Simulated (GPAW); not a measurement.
Write an ASE script for GPAW 26.7.0 that does the following.

```yaml
Task: band structure
Functional: TPSS
Potentials_or_basis: GPAW PAW data sets (gpaw-data 1.2.1)
Cutoff: 600 eV
Basis: pw
k_mesh: 8 × 8 × 2
Occupations: fermi-dirac, width 0.05 eV
Spin: collinear spin, ferromagnetic start
Starting_moments: "[1.0, 1.0, 0.0, 0.6, 0.0] μB"
Ranks: 8
Eigensolver: davidson
Maxiter: 150
Band_path: GYFLI,I1ZF1,YX1,XGN,MG
Band_points: 100
```

The system is NiMoIrPdW.

```
Ni Mo Pd Ir W
1.0
     2.34460   -1.43138    0.00906
     2.34460    1.43138    0.00906
    -2.20600    0.00000   10.92374
Ni Mo Pd Ir W
1 1 1 1 1
Direct
  0.49838 0.49838 0.29525
  0.31773 0.31773 0.91207
  0.24733 0.24733 0.49061
  0.74982 0.74982 0.10802
  0.68673 0.68673 0.69406
```

The cell was built by a generator and needn't be a form met in nature.

One way to write it, as run:

run.py

```python
from ase import Atoms
from ase.dft.bandgap import bandgap
from ase.io import write
from ase.units import GPa
from ase.parallel import parprint
from gpaw import GPAW, PW

atoms = Atoms(['Ni', 'Mo', 'Pd', 'Ir', 'W'],
              cell=[[2.3446, -1.43138, 0.00906],
                    [2.3446, 1.43138, 0.00906],
                    [-2.206, 0.0, 10.92374]],
              scaled_positions=[[0.49838, 0.49838, 0.29525],
                                [0.31773, 0.31773, 0.91207],
                                [0.24733, 0.24733, 0.49061],
                                [0.74982, 0.74982, 0.10802],
                                [0.68673, 0.68673, 0.69406]],
              pbc=True)
atoms.set_initial_magnetic_moments([1.0, 1.0, 0.0, 0.6, 0.0])

calc = GPAW(mode=PW(600),
            xc='MGGA_X_TPSS+MGGA_C_TPSS',
            kpts={'size': (8, 8, 2), 'gamma': True},
            occupations={'name': 'fermi-dirac', 'width': 0.05},
            nbands=64,
            convergence={'density': 1e-05, 'energy': 1e-05},
            eigensolver='davidson',
            maxiter=150,
            txt='gpaw.txt')
atoms.calc = calc
energy = atoms.get_potential_energy()
forces = atoms.get_forces()
stress = atoms.get_stress()
calc.write('gs.gpw')
write('result.traj', atoms)
parprint(f'Energy: {energy:.6f} eV')
parprint('Forces (eV/A):')
parprint(forces.round(4))
parprint('Stress (GPa):', (stress / GPa).round(3))
parprint('Moments:', calc.get_magnetic_moments().round(3))
parprint('Fermi level:', round(calc.get_fermi_level(), 4), 'eV')
parprint(f'Gap: {bandgap(calc)[0]:.4f} eV, direct: {bandgap(calc, direct=True)[0]:.4f} eV')

path = atoms.cell.bandpath('GYFLI,I1ZF1,YX1,XGN,MG', npoints=100, eps=1e-4)
bs_calc = calc.fixed_density(kpts=path, symmetry='off', nbands=87,
                             convergence={'bands': 'CBM+6.0', 'eigenstates': 1e-6}, txt='bands.txt')
bs = bs_calc.band_structure()
bs.write('bs.json')
parprint(f'Gap on the path: {bandgap(bs_calc)[0]:.4f} eV')
```

Potentials or basis: GPAW PAW data sets (gpaw-data 1.2.1), pw.

Run with:

```sh
$ OMP_NUM_THREADS=1 mpirun -n 8 gpaw python run.py
```

It gave:

```yaml
Pressure: -5.9 GPa
Largest_force: 0.114 eV/Å
Band_gap_along_the_path: none (metal or under the smearing width)
Net_moment: 0.00 μB per cell
```

Caveat: the stock nickel data set gives pressures a few GPa off other programs; the PAW data sets were made with another functional, which shifts forces and pressure a little; spin-orbit coupling is left out, which moves the levels of the heavy elements.

Run time: 4.7 min on 8 MPI ranks on Intel(R) Xeon(R) Platinum 8488C (Sapphire Rapids) (shared host), peak memory 0.5 GiB a rank.
